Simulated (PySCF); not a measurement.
# C3H8GeS: the cost of one run

The runs use PySCF 2.14.0, with density-fitted response routines of our own; the level of theory stands in each step. All values are computed, except where a source is named. Atoms count from 0, in the outputs and in this text.

## 1. Starting geometry

13 atoms, charge 0, multiplicity 1; geometry from: GFN2-xTB. The atoms were then displaced at random by about 0.01 Å, so the start is not that level's minimum.

Bonds of the start (Å): C0–Ge1 1.95, Ge1–C2 1.96, C2–C3 1.53, C2–S4 1.63, C0–H5 1.12, C0–H6 1.09, C0–H7 1.06, Ge1–H8 1.52, Ge1–H9 1.50, C3–H10 1.06, C3–H11 1.08, C3–H12 1.10.

## 2. Relaxing the molecule at PBE0-D3(BJ)/def2-SVP

Job settings and geometry (Å):

```
{"job": {"xc": "PBE0", "basis": "def2-SVP", "d3": "d3bj", "grid": 1, "shake": 0.01, "kind": "geom"}, "charge": 0, "multiplicity": 1}
C     -2.135100    -0.534180     0.714690
Ge    -0.781370     0.291830    -0.426340
C      1.008970    -0.205540     0.203090
C      2.243090     0.378350    -0.478380
S      1.191180    -1.234350     1.450130
H     -3.155680    -0.220590     0.379230
H     -2.016960    -0.191150     1.742100
H     -2.060370    -1.587150     0.674960
H     -0.851190     1.807840    -0.439480
H     -0.889800    -0.143320    -1.852850
H      3.135230    -0.006290    -0.055730
H      2.163040     0.153990    -1.535820
H      2.154770     1.473670    -0.385930
```

Started as:

```
OMP_NUM_THREADS=1 python probes_run.py task.json out
```

The driver reads the jobs from task.json and runs them one after another.

Q: Estimate the wall time and peak memory of this first job on 1 thread of Arm Neoverse V1, shared host.

About 73 s, with a peak of 0.52 GiB.
